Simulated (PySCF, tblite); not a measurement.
**C6H10NSi radical: geometry, infrared bands and EPR parameters**

What infrared bands and EPR parameters should C6H10NSi radical (`C#C[C@@H]1N[SiH]C[C@@H]1C`) show?

The runs use tblite 0.8.0 and PySCF 2.14.0, with density-fitted response routines of our own; the level of theory stands in each step. All values are computed, except where a source is named. Atoms count from 0, in the outputs and in this text.

## 1. Starting geometry

18 atoms, charge 0, multiplicity 2; geometry from: force field or distance geometry start.

Bonds of the start (Å): C0–C1 1.22, C1–C2 1.46, C2–N3 1.49, N3–Si4 1.73, Si4–C5 1.91, C5–C6 1.55, C6–C7 1.53, C6–C2 1.57, C0–H8 1.07, C2–H9 1.09, N3–H10 1.02, Si4–H11 1.47, C5–H12 1.09, C5–H13 1.10, C6–H14 1.10, C7–H15 1.10, C7–H16 1.09, C7–H17 1.11.

## 2. Relaxing the molecule with GFN2-xTB

The job: settings as JSON, then the geometry in Å.

```
{"job": {"kind": "relax", "xc": "GFN2-xTB", "basis": "xTB"}, "charge": 0, "multiplicity": 2}
C      1.889500    -0.906600     1.754800
C      1.329200    -0.779200     0.682900
C      0.683200    -0.638700    -0.617400
N      1.333500     0.441500    -1.415200
Si     0.611600     2.001600    -1.210300
C     -0.885600     1.305400    -0.242700
C     -0.822000    -0.215700    -0.521600
C     -1.638800    -1.014200     0.491000
H      2.371200    -1.010400     2.699600
H      0.751800    -1.583200    -1.163000
H      2.320000     0.461300    -1.167400
H      1.492500     2.729200    -0.280500
H     -1.828900     1.742100    -0.573800
H     -0.745000     1.526700     0.821700
H     -1.276000    -0.380900    -1.506800
H     -2.705100    -0.740300     0.431200
H     -1.322900    -0.834500     1.520600
H     -1.566900    -2.097600     0.285200
```

Launch:

```
> OMP_NUM_THREADS=1 python probes_run.py task.json out
```

One launch serves the whole session: the jobs run in the order shown.

Output:

```text
step      E/eV     max force
  0    -611.62205    1.545
  1    -611.63362    3.872
  2    -611.70758    0.718
  3    -611.73504    0.678
  4    -611.78200    0.583
  5    -611.80422    0.449
  6    -611.82929    0.380
  7    -611.85022    0.419
  8    -611.86456    0.274
  9    -611.87162    0.204
 10    -611.87791    0.185
 11    -611.88367    0.180
 12    -611.88847    0.169
 13    -611.89209    0.126
 14    -611.89457    0.093
 15    -611.89625    0.090
 16    -611.89749    0.077
 17    -611.89856    0.129
 18    -611.89957    0.092
 19    -611.90055    0.075
 20    -611.90139    0.067
 21    -611.90214    0.080
 22    -611.90299    0.078
 23    -611.90383    0.061
 24    -611.90458    0.052
 25    -611.90523    0.053
 26    -611.90591    0.064
 27    -611.90670    0.058
 28    -611.90743    0.063
 29    -611.90792    0.045
 30    -611.90821    0.043
 31    -611.90846    0.041
 32    -611.90873    0.033
 33    -611.90901    0.043
 34    -611.90933    0.042
 35    -611.90968    0.057
 36    -611.91006    0.056
 37    -611.91041    0.041
 38    -611.91065    0.028
 39    -611.91079    0.024
 40    -611.91091    0.034
 41    -611.91105    0.028
 42    -611.91121    0.030
 43    -611.91136    0.030
 44    -611.91152    0.031
 45    -611.91171    0.037
 46    -611.91196    0.043
 47    -611.91223    0.041
 48    -611.91248    0.033
 49    -611.91270    0.036
 50    -611.91291    0.039
 51    -611.91312    0.036
 52    -611.91329    0.030
 53    -611.91341    0.022
 54    -611.91349    0.023
 55    -611.91356    0.025
 56    -611.91363    0.019
 57    -611.91369    0.017
 58    -611.91375    0.018
 59    -611.91381    0.016
 60    -611.91385    0.015
 61    -611.91388    0.011
 62    -611.91391    0.012
 63    -611.91394    0.013
 64    -611.91397    0.015
 65    -611.91401    0.017
 66    -611.91405    0.018
 67    -611.91409    0.017
 68    -611.91413    0.020
 69    -611.91419    0.019
 70    -611.91426    0.022
 71    -611.91433    0.016
 72    -611.91438    0.013
 73    -611.91441    0.013
 74    -611.91443    0.016
 75    -611.91447    0.016
 76    -611.91450    0.012
 77    -611.91452    0.012
 78    -611.91453    0.010
```

Wall time 0.57 s (1 thread of Arm Neoverse V1, shared host).

The steps of the relaxation: (not every step is listed)

```tsv
step	energy from step 0 (eV)	largest force (eV/Å)
0	0.0000	1.5454
1	-0.0116	3.8723
2	-0.0855	0.7178
3	-0.1130	0.6782
4	-0.1600	0.5831
5	-0.1822	0.4488
6	-0.2072	0.3804
7	-0.2282	0.4188
8	-0.2425	0.2740
14	-0.2725	0.0928
20	-0.2793	0.0675
26	-0.2839	0.0636
32	-0.2867	0.0332
38	-0.2886	0.0281
44	-0.2895	0.0311
50	-0.2909	0.0387
56	-0.2916	0.0194
62	-0.2919	0.0122
68	-0.2921	0.0203
73	-0.2924	0.0135
74	-0.2924	0.0156
75	-0.2924	0.0161
76	-0.2925	0.0121
77	-0.2925	0.0116
78	-0.2925	0.0097
```

Close pairs (by a distance rule), those that changed most:

```tsv
bond	before (Å)	after (Å)	change (Å)
C2–N3	1.492	1.453	-0.039
C2–C6	1.566	1.541	-0.025
C5–C6	1.548	1.527	-0.020
C0–C1	1.216	1.198	-0.019
C7–H17	1.105	1.089	-0.016
C0–H8	1.066	1.049	-0.016
C7–H15	1.103	1.088	-0.014
N3–H10	1.017	1.006	-0.011
```

The next job starts from the end point, and lists it.

## 3. Vibrational analysis with GFN2-xTB

The job: settings as JSON, then the geometry in Å.

```
{"job": {"kind": "ir", "xc": "GFN2-xTB", "basis": "xTB"}, "charge": 0, "multiplicity": 2}
C      1.784899    -0.788201     1.807037
C      1.242994    -0.758571     0.739386
C      0.662930    -0.622362    -0.588026
N      1.341162     0.419801    -1.340288
Si     0.664644     1.986890    -1.111254
C     -0.841086     1.289216    -0.173016
C     -0.816893    -0.197254    -0.523135
C     -1.628634    -1.051220     0.442020
H      2.238126    -0.848857     2.751627
H      0.760007    -1.585280    -1.111300
H      2.297105     0.218692    -1.581487
H      1.494829     2.906885    -0.322143
H     -1.804863     1.730893    -0.418066
H     -0.687665     1.413904     0.901723
H     -1.220375    -0.317821    -1.534922
H     -2.670783    -0.738631     0.433860
H     -1.243893    -0.949592     1.455054
H     -1.581263    -2.102173     0.161272
```

Output:

```text
mode    cm-1     km/mol
  1      74.6      0.43
  2     118.3      0.47
  3     137.2      0.13
  4     210.7      0.04
  5     215.3      0.41
  6     283.9      0.62
  7     347.6     11.58
  8     366.9     25.48
  9     426.2     31.42
 10     458.6     46.00
 11     521.0      5.16
 12     529.1     45.31
 13     549.6     39.03
 14     605.7     21.95
 15     665.0     13.68
 16     680.9      9.22
 17     767.4     55.86
 18     815.9     25.70
 19     822.8     16.11
 20     865.8     55.36
 21     947.9      7.62
 22     987.3      4.47
 23    1021.6     12.72
 24    1076.5     18.03
 25    1106.1      5.80
 26    1134.4     49.87
 27    1152.5     13.26
 28    1209.4     13.37
 29    1227.2      0.31
 30    1275.7      7.94
 31    1300.4     25.11
 32    1322.4      6.01
 33    1334.2      6.26
 34    1413.2      2.04
 35    1485.9      0.26
 36    1499.3      1.74
 37    1502.0      1.81
 38    2173.2    373.46
 39    2273.4      9.38
 40    2858.7     63.21
 41    2926.4     46.18
 42    2953.4     48.69
 43    3009.1     29.73
 44    3018.3     50.22
 45    3027.7     44.12
 46    3033.6     24.12
 47    3387.5      0.80
 48    3478.2      2.33
```

Run time: 0.69 s. Hardware: 1 thread of Arm Neoverse V1, shared host.

Which atoms move in the most intense modes:

```tsv
cm⁻¹	km/mol	atoms
767	55.9	C5 48 %, Si4 24 %, H13 14 %
866	55.4	N3 21 %, C2 17 %, Si4 15 %, H10 13 %
1134	49.9	H12 18 %, C2 17 %, C6 17 %, C5 15 %
2173	373.5	H11 97 %
2859	63.2	H9 93 %
2926	46.2	H14 91 %
2953	48.7	H13 89 %
3018	50.2	H17 85 %
```

## 4. EPR parameters: B3LYP/pcH-1

Same as in step 3 but for these lines:

```diff
@@ -1,2 +1,2 @@
-{"job": {"kind": "ir", "xc": "GFN2-xTB", "basis": "xTB"}, "charge": 0, "multiplicity": 2}
+{"job": {"kind": "epr", "basis": "pcH-1"}, "charge": 0, "multiplicity": 2}
 C      1.784899    -0.788201     1.807037
```

Level: UKS B3LYP, pcH-1 on C H N Si, non-relativistic, mean-field spin-orbit, GIAO.

Output:

```text
UKS, coarse grid
  cycle   1  E = -578.74681542  |g| = 4.46e-01
  cycle   2  E = -578.67501551  |g| = 5.85e-01
  cycle   3  E = -578.83605468  |g| = 1.04e-01
  cycle   4  E = -578.83974444  |g| = 5.21e-02
  cycle   5  E = -578.84081673  |g| = 2.31e-02
  cycle   6  E = -578.84106211  |g| = 6.60e-03
  cycle   7  E = -578.84108198  |g| = 1.78e-03
  cycle   8  E = -578.84108332  |g| = 6.38e-04
UKS, final grid
  cycle   1  E = -578.84106278  |g| = 8.56e-04
  cycle   2  E = -578.84106226  |g| = 1.42e-03
  cycle   3  E = -578.84106313  |g| = 1.23e-04
  cycle   4  E = -578.84106314  |g| = 4.23e-05
  cycle   5  E = -578.84106314  |g| = 3.36e-05
  cycle   6  E = -578.84106314  |g| = 8.79e-06
E = -578.84106314 Eh   <S^2> = 0.7517 (exact 0.7500)
g shifts (ppm)      1          2          3
  rmc          -149       -149       -149
  gc             52         39         84
  oz_so        -248        266       1697
  total        -345        156       1632
hyperfine (MHz)  atom isotope    a_iso     a_fc   dipolar eigenvalues
    0   13C       2.60       2.60     -0.95     -0.33      1.28
    1   13C       9.28       9.28     -1.12     -0.18      1.31
    2   13C      17.33      17.33     -1.73     -1.33      3.06
    3   14N      31.63      31.61     -6.01     -5.48     11.48
    4  29Si    -561.60    -562.46   -141.96     68.03     73.92
    5   13C      24.33      24.31     -4.93     -4.17      9.10
    6   13C       1.89       1.89     -0.74     -0.55      1.29
    7   13C       2.05       2.05     -0.35     -0.32      0.67
    8    1H      -0.59      -0.59     -0.78     -0.39      1.17
    9    1H      -1.96      -1.96     -2.06     -1.62      3.68
   10    1H      -7.32      -7.34     -6.31     -4.32     10.64
   11    1H     173.31     173.30     -7.65      0.66      6.98
   12    1H       4.83       4.83     -4.16     -2.59      6.75
   13    1H      26.95      26.95     -3.98      0.28      3.70
   14    1H      -0.36      -0.36     -1.92     -1.75      3.67
   15    1H      -0.27      -0.27     -0.71     -0.66      1.37
   16    1H       0.25       0.25     -0.80     -0.69      1.50
   17    1H       1.65       1.65     -0.62     -0.49      1.11
```

It took 1.9 min on 1 thread of Arm Neoverse V1, shared host; peak memory 0.97 GiB.

Principal g values 2.00197, 2.00248, 2.00395; g(iso) = 2.00280, against 2.00232 for a free electron.

Hyperfine couplings; where a row names several nuclei, a(iso) is their mean (it holds for fast rotation or exchange) and the dipolar term the largest among them:

```tsv
nuclei	isotope	a(iso) (MHz)	a(iso) (G, at g = 2.0023)	largest dipolar term (MHz)
Si4	29Si	-561.6	-200.4	-142.0
H11	1H	173.3	61.8	-7.6
N3	14N	31.6	11.3	11.5
H13	1H	27.0	9.6	-4.0
C5	13C	24.3	8.7	9.1
C2	13C	17.3	6.2	3.1
C1	13C	9.3	3.3	1.3
H10	1H	-7.3	-2.6	10.6
H12	1H	4.8	1.7	6.7
C0	13C	2.6	0.9	1.3
C7	13C	2.0	0.7	0.7
H9	1H	-2.0	-0.7	3.7
C6	13C	1.9	0.7	1.3
H8	1H	-0.6	-0.2	1.2
```

Mulliken spin populations:

C0 0.01; C1 0.00; C2 0.01; N3 0.09; Si4 0.80; C5 0.01; C6 0.00; C7 0.00; H8 0.00; H9 0.00; H10 0.00; H11 0.08; H12 0.00; H13 0.01; H14 0.00; H15 0.00; H16 0.00; H17 0.00

In first order the couplings over 0.8 MHz of 1H, 14N give 96 distinct lines over 99.1 G, if the averaged nuclei exchange fast; the same motion can average rows kept apart here too.

Orbitals, density, ELF and potential are computed afterwards from the orbital file.

ELF in a plane through or near 5 of the atoms.

Ten even steps from '0' (0.00) to '9' (1.00):
```
0000000000000000000000000000
0000000000000000000000000000
0000000000000000000000000000
0000000016763000000000000000
0000000159997431000000000000
0000000258746653000000000000
0000001356515762014410000000
0000000257788750399950000000
0000000014566410799951000000
0000000000000000288644420000
0000233211002553001699981000
0002799984246645300289960000
0003999994278325741002200000
0001699993257689997000000000
0000024565442269999100000000
0000001356631016873000000000
0000000134410000000000000000
0000000000000000000000000000
0000000000000000000000000000
0000000000000000000000000000
```
The map spans 10.7 Å across and 11.5 Å up, centred on the molecule. Atoms in the plane (x, y in Å): C0 (-1.0, 2.3), C5 (0.2, -1.4), H11 (-2.6, -1.6), H12 (0.8, -2.2), H16 (1.7, 1.0).

On the surface of density 0.002 e/bohr³ the electrostatic potential runs, from the 1st to the 99th percentile, from -0.82 V near N3 to 1.47 V near H10.

The spin density lies nearest to Si4 64 %; H11 14 %; N3 10 %.

## 5. What came out

```
                                                                  quantity                    value
                                 strongest single infrared mode (GFN2-xTB)    2173 cm⁻¹, 373 km/mol
                                              zero-point energy (GFN2-xTB)            89.5 kcal/mol
                                                            g(iso) (B3LYP)                  2.00280
                                                                      ⟨S²⟩       0.752 (exact 0.75)
                                        largest a(iso) (averaged by class)  29Si on Si4, -561.6 MHz
potential on the surface of density 0.002 e/bohr³, 1st and 99th percentile       -0.82 V and 1.47 V
```

The optimisation took 78 steps and gained 0.292 eV; among the close pairs (by a distance rule), C2–N3 changed most, from 1.492 to 1.453 Å. No mode is imaginary among the 48: a minimum at this level. The strongest single mode, at 2173 cm⁻¹, moves mainly H11. Unscaled tight-binding wavenumbers are off by several per cent, some by more. Its intensities can rank the bands wrongly. Most of the unpaired spin sits on Si4 (0.80 e). The isotropic g lies 0.5 ppt above the free-electron value. These values are for one conformer; the search (at its own cheap level) found 2 more, at 0.00, 0.81 kcal/mol (those within 0.05 may be mirror or relabelled copies), and measured spectra average over such forms.
